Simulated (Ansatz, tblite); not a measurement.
**n-GeSiGeSiH10 (Si2Ge2H10): one state, many levels**

How do method and basis change the picture of n-GeSiGeSiH10 (Si2Ge2H10) (singlet)?

Computed with Ansatz 0.2.0, Gaussian basis. Level: as each input shows.

Plan: GFN1-xTB, GFN2-xTB, PBE-D4/def2-TZVP, r2SCAN-D4/def2-TZVP, B3LYP-D4/def2-TZVP, HSE06-D4/def2-TZVP, LC-ωPBE/def2-TZVP, PBE-D4/def2-SVP, PBE0-D4/def2-SVP, CCSD(T)/def2-SVP, MP2/def2-TZVP.

2 further runs of the same task are left out: 2 set aside as unsound or not needed. Runs told in other sessions of the task aren't counted.

## 1. The structure

The singlet was relaxed beforehand with PBE-D4/def2-SVP.

14 atoms, charge 0, spin multiplicity 1.

Bond lengths: Ge1–Si3 2.394 Å, Ge1–H5 1.552 Å, Ge1–H6 1.552 Å, Ge1–H7 1.552 Å, Ge2–Si3 2.396 Å, Ge2–Si4 2.394 Å, Ge2–H10 1.555 Å, Ge2–H11 1.555 Å, Si3–H8 1.507 Å, Si3–H9 1.507 Å, Si4–H12 1.506 Å, Si4–H13 1.505 Å, Si4–H14 1.506 Å. Angles: Si3–Ge1–H5 109.9°, Si3–Ge1–H6 111.6°, Si3–Ge1–H7 110.2°, H5–Ge1–H6 108.5°, H5–Ge1–H7 108.1°, H6–Ge1–H7 108.5°, Si3–Ge2–Si4 109.3°, Si3–Ge2–H10 109.3°, Si3–Ge2–H11 110.7°, Si4–Ge2–H10 109.6°, Si4–Ge2–H11 110.3°, H10–Ge2–H11 107.7°, Ge1–Si3–Ge2 109.5°, Ge1–Si3–H8 109.3°, Ge1–Si3–H9 109.9°, Ge2–Si3–H8 109.0°, Ge2–Si3–H9 110.9°, H8–Si3–H9 108.2° and more.

PBE0-D4/def2-TZVP was run before; its log isn't repeated, and its numbers join the tables.

## 2. GFN1-xTB

Tight binding, by tblite at 300 K electronic temperature and without a spin-polarisation term:

```python
tblite.interface.Calculator('GFN1-xTB', numbers, positions, charge=0, uhf=0).singlepoint()
```

Energy -337.7151 eV, HOMO -11.46 eV, LUMO -7.62 eV; 0.014 s.

## 3. GFN2-xTB

Tight binding, by tblite at 300 K electronic temperature and without a spin-polarisation term:

```python
tblite.interface.Calculator('GFN2-xTB', numbers, positions, charge=0, uhf=0).singlepoint()
```

Energy -337.3187 eV, HOMO -9.85 eV, LUMO -5.71 eV; 0.01 s.

## 4. PBE-D4/def2-TZVP

start.molden holds the orbitals of an earlier run on this state, given as this run's starting guess.

in.yaml reads:

```yaml
crystal:
  periodic: [false, false, false]
  atoms:
    - {symbol: Ge, position_ang: [-1.067127, -2.149260, 0.255741]}
    - {symbol: Ge, position_ang: [1.177948, 1.041980, 0.528340]}
    - {symbol: Si, position_ang: [1.086754, -1.227301, -0.235322]}
    - {symbol: Si, position_ang: [-0.596946, 2.289820, -0.484434]}
    - {symbol: H, position_ang: [-2.169060, -1.336940, -0.475653]}
    - {symbol: H, position_ang: [-1.169443, -3.631334, -0.193436]}
    - {symbol: H, position_ang: [-1.346842, -2.077443, 1.780721]}
    - {symbol: H, position_ang: [1.312091, -1.252699, -1.725599]}
    - {symbol: H, position_ang: [2.162086, -2.057421, 0.417652]}
    - {symbol: H, position_ang: [1.018128, 1.070629, 2.074764]}
    - {symbol: H, position_ang: [2.551796, 1.683222, 0.183193]}
    - {symbol: H, position_ang: [-1.920032, 1.700914, -0.072861]}
    - {symbol: H, position_ang: [-0.558126, 3.736453, -0.069589]}
    - {symbol: H, position_ang: [-0.481235, 2.209380, -1.983508]}
basis:
  gaussian: {orbitals: def2-TZVP, initial_orbitals: start.molden}
hamiltonian: {xc: pbe, dispersion: d4}
scf: {omitted_lower_state_checks: [starts]}
output: {forces: true, orbitals: {seedname: orbitals}}
```

Started as:

```sh
$ ansatz run in.yaml --threads 4 --pin off --events-out ev --progress --plain --max-ram 4787MiB
```

Standard output, cut to the lines that bear on the results:

```text
Functional definition: PBE
  name "PBE"
  cite "Perdew, Burke & Ernzerhof, Phys. Rev. Lett. 77, 3865 (1996) doi:10.1103/PhysRevLett.77.3865"
  parent pbe
[...]
1660 factors; their error is unknown
[...]
mean field -128929.30739740 eV, -4738.0646554312 hartree, gradient 9.5e-6 eV, S^2 0.000000; 0 other end points of the search recorded, 0 dependent functions left out
[...]
reference -128929.30745601 eV, -4738.0646575849 hartree; 51, 51 occupied and 179, 179 virtual orbitals, 1660 factors
Total energy: -128929.66958608 eV, -4738.0779656194 hartree
Atom 0 at    -1.067127    -2.149260     0.255741 Å, force    -0.001104    -0.003478    -0.002590 eV/Å
Atom 1 at     1.177948     1.041980     0.528340 Å, force    -0.002859    -0.005907    -0.008918 eV/Å
Atom 2 at     1.086754    -1.227301    -0.235322 Å, force     0.084417    -0.044687    -0.040968 eV/Å
Atom 3 at    -0.596946     2.289820    -0.484434 Å, force    -0.080312     0.057750    -0.039447 eV/Å
Atom 4 at    -2.169060    -1.336940    -0.475653 Å, force     0.040768    -0.037464     0.030115 eV/Å
Atom 5 at    -1.169443    -3.631334    -0.193436 Å, force    -0.002161     0.057373     0.019772 eV/Å
Atom 6 at    -1.346842    -2.077443     1.780721 Å, force     0.009121    -0.003898    -0.063048 eV/Å
Atom 7 at     1.312091    -1.252699    -1.725599 Å, force    -0.021630    -0.000325     0.147067 eV/Å
Atom 8 at     2.162086    -2.057421     0.417652 Å, force    -0.103300     0.076014    -0.065912 eV/Å
Atom 9 at     1.018128     1.070629     2.074764 Å, force     0.008793    -0.000189    -0.060450 eV/Å
Atom 10 at     2.551796     1.683222     0.183193 Å, force    -0.050415    -0.022152     0.016669 eV/Å
Atom 11 at    -1.920032     1.700914    -0.072861 Å, force     0.139057     0.065992    -0.045386 eV/Å
Atom 12 at    -0.558126     3.736453    -0.069589 Å, force    -0.006519    -0.149360    -0.046673 eV/Å
Atom 13 at    -0.481235     2.209380    -1.983508 Å, force    -0.013856     0.010332     0.159768 eV/Å
Dipole moment:     0.026574     0.004545    -0.003680 e Å
Checks for a lower state left out: starts
```

Run time: 2.6 s. Hardware: 4 threads of Intel Xeon at 2.60GHz, shared host.

Report: HOMO -6.78 eV, LUMO -1.06 eV.

## 5. r2SCAN-D4/def2-TZVP

Edit in.yaml of step 4 so:

```diff
@@ -19,4 +19,4 @@
   gaussian: {orbitals: def2-TZVP, initial_orbitals: start.molden}
-hamiltonian: {xc: pbe, dispersion: d4}
+hamiltonian: {xc: r2scan, dispersion: d4}
 scf: {omitted_lower_state_checks: [starts]}
-output: {forces: true, orbitals: {seedname: orbitals}}
+output: {orbitals: {seedname: orbitals}}
```

The command is unchanged.

Standard output:

```text
Functional definition: r2SCAN
  name "r2SCAN"
  cite "Furness, Kaplan, Ning, Perdew & Sun, J. Phys. Chem. Lett. 11, 8208 (2020) doi:10.1021/acs.jpclett.0c02405"
  cite "Furness, Kaplan, Ning, Perdew & Sun, J. Phys. Chem. Lett. 11, 9248 (2020) doi:10.1021/acs.jpclett.0c03077"
  parent r2scan
  parameter k0 = 0.174
  parameter k1 = 0.065
  parameter a1 = 4.9479
  exchange = r2scan_x(k0 = k0, k1 = k1, a1 = a1)
  correlation = r2scan_c
these checks for a lower state are left out or cut short: starts
1660 factors; their error is unknown
mean field evaluation 1: about -128953.1765 eV, gradient 9.9e0 eV
mean field evaluation 2: about -128953.2416 eV, gradient 9.4e-2 eV
mean field evaluation 4: about -128953.2102 eV, gradient 5.4e-5 eV
mean field -128953.21018105 eV, -4738.9430665285 hartree, gradient 8.8e-5 eV, S^2 0.000000; 0 other end points of the search recorded, 0 dependent functions left out
reference -128953.21019844 eV, -4738.9430671673 hartree; 51, 51 occupied and 179, 179 virtual orbitals, 1660 factors
Total energy: -128953.30170640 eV, -4738.9464300229 hartree
Checks for a lower state left out: starts
```

It took 3.5 s on 4 threads of Intel Xeon at 2.60GHz, shared host.

Report: HOMO -7.04 eV, LUMO -0.81 eV.

## 6. B3LYP-D4/def2-TZVP

Edit in.yaml of step 5 so:

```diff
@@ -19,3 +19,3 @@
   gaussian: {orbitals: def2-TZVP, initial_orbitals: start.molden}
-hamiltonian: {xc: r2scan, dispersion: d4}
+hamiltonian: {xc: {name: B3LYP}, dispersion: d4}
 scf: {omitted_lower_state_checks: [starts]}
```

Launched as before.

Standard output, cut to the lines that bear on the results:

```text
Functional definition: B3LYP
  name "B3LYP"
  cite "Stephens, Devlin, Chabalowski & Frisch, J. Phys. Chem. 98, 11623 (1994) doi:10.1021/j100096a001"
  cite "Becke, Phys. Rev. A 38, 3098 (1988) doi:10.1103/PhysRevA.38.3098"
  cite "Lee, Yang & Parr, Phys. Rev. B 37, 785 (1988) doi:10.1103/PhysRevB.37.785"
  cite "Vosko, Wilk & Nusair, Can. J. Phys. 58, 1200 (1980) doi:10.1139/p80-159"
[...]
1740 factors; their error is unknown
[...]
mean field -128959.23166295 eV, -4739.1643519068 hartree, gradient 1.1e-5 eV, S^2 0.000000; 0 other end points of the search recorded, 0 dependent functions left out
reference -128959.23202781 eV, -4739.1643653150 hartree; 51, 51 occupied and 179, 179 virtual orbitals, 1740 factors
Total energy: -128959.81856131 eV, -4739.1859200237 hartree
Checks for a lower state left out: starts
```

Run time: 3.6 s. Hardware: 4 threads of Intel Xeon at 2.60GHz, shared host; peak memory 0.94 GiB.

HOMO -7.59 eV, LUMO -0.45 eV.

## 7. HSE06-D4/def2-TZVP

Edit in.yaml of step 6 so:

```diff
@@ -19,3 +19,3 @@
   gaussian: {orbitals: def2-TZVP, initial_orbitals: start.molden}
-hamiltonian: {xc: {name: B3LYP}, dispersion: d4}
+hamiltonian: {xc: hse06, dispersion: d4}
 scf: {omitted_lower_state_checks: [starts]}
```

Launched as before.

Standard output, cut to the lines that bear on the results:

```text
Functional definition: HSE06
  name "HSE06"
  cite "Heyd, Scuseria & Ernzerhof, J. Chem. Phys. 118, 8207 (2003) doi:10.1063/1.1564060"
  cite "Krukau, Vydrov, Izmaylov & Scuseria, J. Chem. Phys. 125, 224106 (2006) doi:10.1063/1.2404663"
  cite "Heyd & Scuseria, J. Chem. Phys. 120, 7274 (2004) doi:10.1063/1.1668634"
  cite "Ernzerhof & Perdew, J. Chem. Phys. 109, 3313 (1998) doi:10.1063/1.476928"
  cite "Perdew, Burke & Ernzerhof, Phys. Rev. Lett. 77, 3865 (1996) doi:10.1103/PhysRevLett.77.3865"
  parent pbe
[...]
  # The whole range is PBE's own exchange, as in plane waves. The composition of these papers is wPBEh.
[...]
1778 factors; their error is unknown
128 factors; integrals over basis functions are off by at most 4.5e-7 eV
[...]
mean field -128933.79910674 eV, -4738.2297227046 hartree, gradient 5.9e-5 eV, S^2 0.000000; 0 other end points of the search recorded, 0 dependent functions left out
reference -128933.79916593 eV, -4738.2297248799 hartree; 51, 51 occupied and 179, 179 virtual orbitals, 1778 factors
Total energy: -128934.10057340 eV, -4738.2408014003 hartree
Checks for a lower state left out: starts
```

It took 3.9 s on 4 threads of Intel Xeon at 2.60GHz, shared host; peak memory 0.99 GiB.

Report: HOMO -7.41 eV, LUMO -0.62 eV.

## 8. LC-ωPBE/def2-TZVP

Edit in.yaml of step 7 so:

```diff
@@ -19,3 +19,3 @@
   gaussian: {orbitals: def2-TZVP, initial_orbitals: start.molden}
-hamiltonian: {xc: hse06, dispersion: d4}
+hamiltonian: {xc: {name: LC-wPBE}}
 scf: {omitted_lower_state_checks: [starts]}
```

Same command.

Standard output, cut to the lines that bear on the results:

```text
Functional definition: LC-wPBE
  name "LC-wPBE"
  cite "Vydrov & Scuseria, J. Chem. Phys. 125, 234109 (2006) doi:10.1063/1.2409292"
  cite "Heyd & Scuseria, J. Chem. Phys. 120, 7274 (2004) doi:10.1063/1.1668634"
  cite "Ernzerhof & Perdew, J. Chem. Phys. 109, 3313 (1998) doi:10.1063/1.476928"
  cite "Perdew, Burke & Ernzerhof, Phys. Rev. Lett. 77, 3865 (1996) doi:10.1103/PhysRevLett.77.3865"
  parent pbe
[...]
1660 factors; their error is unknown
591 factors; integrals over basis functions are off by at most 1.8e-5 eV
[...]
mean field -128935.65046609 eV, -4738.2977589061 hartree, gradient 2.0e-5 eV, S^2 0.000000; 0 other end points of the search recorded, 0 dependent functions left out
reference -128935.65046610 eV, -4738.2977589065 hartree; 51, 51 occupied and 179, 179 virtual orbitals, 1660 factors
Total energy: -128935.65046610 eV, -4738.2977589065 hartree
Checks for a lower state left out: starts
```

Wall time 3.2 s (4 threads of Intel Xeon at 2.60GHz, shared host); peak memory 0.58 GiB.

Report: HOMO -10.25 eV, LUMO 1.82 eV.

## 9. PBE-D4/def2-SVP

Edit in.yaml of step 8 so:

```diff
@@ -18,4 +18,4 @@
 basis:
-  gaussian: {orbitals: def2-TZVP, initial_orbitals: start.molden}
-hamiltonian: {xc: {name: LC-wPBE}}
+  gaussian: {orbitals: def2-SVP, initial_orbitals: start.molden}
+hamiltonian: {xc: pbe, dispersion: d4}
 scf: {omitted_lower_state_checks: [starts]}
```

Same command.

Standard output:

```text
Functional definition: PBE
  name "PBE"
  cite "Perdew, Burke & Ernzerhof, Phys. Rev. Lett. 77, 3865 (1996) doi:10.1103/PhysRevLett.77.3865"
  parent pbe
  parameter kappa = 0.804
  parameter beta = 0.06672455060314922
  exchange = pbe_x(kappa = kappa, mu = beta*pi^2/3)
  correlation = pbe_c(beta = beta)
these checks for a lower state are left out or cut short: starts
1674 factors; their error is unknown
mean field evaluation 1: about -128909.3727 eV, gradient 9.7e0 eV
mean field evaluation 2: about -128909.5605 eV, gradient 1.9e-1 eV
mean field evaluation 4: about -128909.4280 eV, gradient 2.1e-4 eV
mean field -128909.42800424 eV, -4737.3341012073 hartree, gradient 1.4e-5 eV, S^2 0.000000; 0 other end points of the search recorded, 0 dependent functions left out
reference -128909.42805232 eV, -4737.3341029740 hartree; 51, 51 occupied and 99, 99 virtual orbitals, 1674 factors
Total energy: -128909.79018239 eV, -4737.3474110086 hartree
Checks for a lower state left out: starts
```

It took 1.4 s on 4 threads of Intel Xeon at 2.60GHz, shared host.

Report: HOMO -6.79 eV, LUMO -0.86 eV.

## 10. PBE0-D4/def2-SVP

Edit in.yaml of step 9 so:

```diff
@@ -19,3 +19,3 @@
   gaussian: {orbitals: def2-SVP, initial_orbitals: start.molden}
-hamiltonian: {xc: pbe, dispersion: d4}
+hamiltonian: {xc: pbe0, dispersion: d4}
 scf: {omitted_lower_state_checks: [starts]}
```

The command is unchanged.

Standard output:

```text
Functional definition: PBE0
  name "PBE0"
  cite "Adamo & Barone, J. Chem. Phys. 110, 6158 (1999) doi:10.1063/1.478522"
  cite "Perdew, Burke & Ernzerhof, Phys. Rev. Lett. 77, 3865 (1996) doi:10.1103/PhysRevLett.77.3865"
  parent pbe
  parameter a = 0.25
  parameter kappa = 0.804
  parameter beta = 0.06672455060314922
  exchange = (1 - a)*pbe_x(kappa = kappa, mu = beta*pi^2/3) + a*exact_x
  correlation = pbe_c(beta = beta)
these checks for a lower state are left out or cut short: starts
1477 factors; integrals over basis functions are off by at most 1.4e-3 eV
mean field evaluation 1: about -128914.3494 eV, gradient 4.0e0 eV
mean field evaluation 2: about -128914.3873 eV, gradient 3.7e-2 eV
mean field evaluation 4: about -128914.4336 eV, gradient 2.8e-4 eV
mean field -128914.43363293 eV, -4737.5180546688 hartree, gradient 1.4e-5 eV, S^2 0.000000; 0 other end points of the search recorded, 0 dependent functions left out
reference -128914.43366921 eV, -4737.5180560019 hartree; 51, 51 occupied and 99, 99 virtual orbitals, 1477 factors
Total energy: -128914.74994972 eV, -4737.5296790961 hartree
Checks for a lower state left out: starts
```

Run time: 2.4 s. Hardware: 4 threads of Intel Xeon at 2.60GHz, shared host.

Report: HOMO -7.84 eV, LUMO -0.08 eV.

## 11. CCSD(T)/def2-SVP

Edit in.yaml of step 10 so:

```diff
@@ -19,3 +19,3 @@
   gaussian: {orbitals: def2-SVP, initial_orbitals: start.molden}
-hamiltonian: {xc: pbe0, dispersion: d4}
+correlation: {method: ccsd_t}
 scf: {omitted_lower_state_checks: [starts]}
```

The command is unchanged.

Standard output, cut to the lines that bear on the results:

```text
Functional definition: HF
  name "HF"
  cite "Fock, Z. Phys. 61, 126 (1930) doi:10.1007/BF01340294"
  parent pbe
[...]
1477 factors; integrals over basis functions are off by at most 1.4e-3 eV
[...]
mean field -128810.69642533 eV, -4733.7057826050 hartree, gradient 1.1e-6 eV, S^2 0.000000; 0 other end points of the search recorded, 0 dependent functions left out
28 core orbitals not correlated: weight in the atoms' cores, before any rotation towards them, 1.000 or more for the frozen orbitals, at most 0.000 for the correlated occupied ones
reference -128810.69642533 eV, -4733.7057826050 hartree; 23, 23 occupied and 99, 99 virtual orbitals, 1477 factors
second order -18.47351408 eV of doubles, -0.00000000 eV of singles
cycle   1  -19.27970341 eV  change   -8.1e-1 eV  update   1.2e-1
[...]
cycle   8  -20.16201674 eV  change   -2.3e-5 eV  update   1.8e-5
perturbative correction -0.58490215 eV, -0.0214947577 hartree
Total energy: -128831.44334423 eV, -4734.4682178117 hartree
Checks for a lower state left out: starts
```

Run time: 16 s. Hardware: 4 threads of Intel Xeon at 2.60GHz, shared host; peak memory 1.1 GiB.

From the report: Hartree-Fock HOMO -10.16 eV, LUMO 3.09 eV; T1 0.011.

## 12. MP2/def2-TZVP

Edit in.yaml of step 11 so:

```diff
@@ -18,4 +18,4 @@
 basis:
-  gaussian: {orbitals: def2-SVP, initial_orbitals: start.molden}
-correlation: {method: ccsd_t}
+  gaussian: {orbitals: def2-TZVP, initial_orbitals: start.molden}
+correlation: {method: mp2}
 scf: {omitted_lower_state_checks: [starts]}
```

Launched as before.

Standard output:

```text
Functional definition: HF
  name "HF"
  cite "Fock, Z. Phys. 61, 126 (1930) doi:10.1007/BF01340294"
  parent pbe
  exchange = exact_x
  correlation = 0
these checks for a lower state are left out or cut short: starts
1588 factors; integrals over basis functions are off by at most 1.4e-3 eV
mean field evaluation 1: about -128829.1303 eV, gradient 4.1e1 eV
mean field evaluation 2: about -128830.4174 eV, gradient 1.6e0 eV
mean field evaluation 4: about -128830.6201 eV, gradient 7.1e-1 eV
mean field evaluation 8: about -128830.6220 eV, gradient 7.2e-5 eV
mean field -128830.62196734 eV, -4734.4380327677 hartree, gradient 1.8e-6 eV, S^2 0.000000; 0 other end points of the search recorded, 0 dependent functions left out
28 core orbitals not correlated: weight in the atoms' cores, before any rotation towards them, 1.000 or more for the frozen orbitals, at most 0.000 for the correlated occupied ones
reference -128830.62196734 eV, -4734.4380327677 hartree; 23, 23 occupied and 179, 179 virtual orbitals, 1588 factors
second order -20.47291146 eV of doubles, -0.00000000 eV of singles
Total energy: -128851.09487880 eV, -4735.1903983870 hartree
Checks for a lower state left out: starts
```

Wall time 3.7 s (4 threads of Intel Xeon at 2.60GHz, shared host); peak memory 0.66 GiB.

From the report: Hartree-Fock HOMO -10.08 eV, LUMO 2.83 eV.

## 13. Comparison

```tsv
level	functions	HOMO (eV)	LUMO (eV)	gap (eV)	time
PBE-D4/def2-SVP	150	-6.79	-0.86	5.93	1.4 s
PBE-D4/def2-TZVP	230	-6.78	-1.06	5.73	2.6 s
r2SCAN-D4/def2-TZVP	230	-7.04	-0.81	6.22	3.5 s
B3LYP-D4/def2-TZVP	230	-7.59	-0.45	7.13	3.6 s
PBE0-D4/def2-SVP	150	-7.84	-0.08	7.76	2.4 s
PBE0-D4/def2-TZVP	230	-7.80	-0.25	7.54	4.2 s
HSE06-D4/def2-TZVP	230	-7.41	-0.62	6.79	3.9 s
LC-ωPBE/def2-TZVP	230	-10.25	1.82	12.07	3.2 s
```

The pieces so far (eV):

```tsv
basis	HF	MP2 correlation	CCSD correlation	(T)	total
def2-SVP	-128810.6964	-18.4735	-20.1620	-0.5849	-128831.4433
def2-TZVP	-128830.6220	-20.4729			-128851.0949 (MP2)
```

## 14. Binding energy

Free atoms were run apart at each level; binding is atoms less cluster, divided by the number of atoms, without zero-point or spin-orbit terms.

Differences are taken before rounding.

```tsv
method	binding an atom (eV)	from CCSD(T)/def2-SVP (eV)	time
HF/def2-SVP	2.120	-0.536	
HF/def2-TZVP	2.131	-0.524	
PBE-D4/def2-SVP	2.781	+0.125	1.4 s
PBE-D4/def2-TZVP	2.784	+0.129	2.6 s
r2SCAN-D4/def2-TZVP	2.834	+0.179	3.5 s
B3LYP-D4/def2-TZVP	2.818	+0.163	3.6 s
PBE0-D4/def2-SVP	2.785	+0.129	2.4 s
PBE0-D4/def2-TZVP	2.790	+0.135	4.2 s
HSE06-D4/def2-TZVP	2.790	+0.134	3.9 s
LC-ωPBE/def2-TZVP	2.780	+0.125	3.2 s
MP2/def2-SVP	2.604	-0.051	
MP2/def2-TZVP	2.672	+0.016	3.7 s
CCSD/def2-SVP	2.635	-0.021	
CCSD(T)/def2-SVP	2.655	0	16 s
```

Among the levels timed on like hardware and quicker than the yardstick, those that no quicker one beats, quickest first: PBE-D4/def2-SVP (1.4 s, +0.125 eV); LC-ωPBE/def2-TZVP (3.2 s, +0.125 eV); MP2/def2-TZVP (3.7 s, +0.016 eV).

## 15. What came out

```
                                                 quantity                                 value
gap in def2-TZVP, named functionals, smallest and largest  5.73 eV (PBE-D4), 12.07 eV (LC-ωPBE)
                     correlation energy, CCSD(T)/def2-SVP                             -20.75 eV
                        correlation energy, MP2/def2-TZVP                             -20.47 eV
                        binding an atom, CCSD(T)/def2-SVP                              2.655 eV
          PBE0 total energy, smallest basis above largest        19.74 eV (def2-SVP, def2-TZVP)
```

Over the named functionals in def2-TZVP the gap runs from 5.73 eV (PBE-D4) to 12.07 eV (LC-ωPBE); exact exchange widens it. The functionals in def2-TZVP miss CCSD(T)/def2-SVP by +0.125 (LC-ωPBE) to +0.179 eV (r2SCAN-D4) an atom. The yardstick is in a double-zeta basis, so levels in larger sets aren't compared like for like. CCSD(T)/def2-SVP isn't at the basis-set limit; small misses against it rank nothing.

MP2/def2-TZVP reaches 0.016 eV from the reference in 3.7 s, where CCSD(T)/def2-SVP took 16 s; the quickest level in the cost chart, PBE-D4/def2-SVP, takes 1.4 s and misses by 0.125 eV. The slowest run with a step of its own, CCSD(T)/def2-SVP, took 16 s; the quickest functional in def2-TZVP took 2.6 s (shared host).
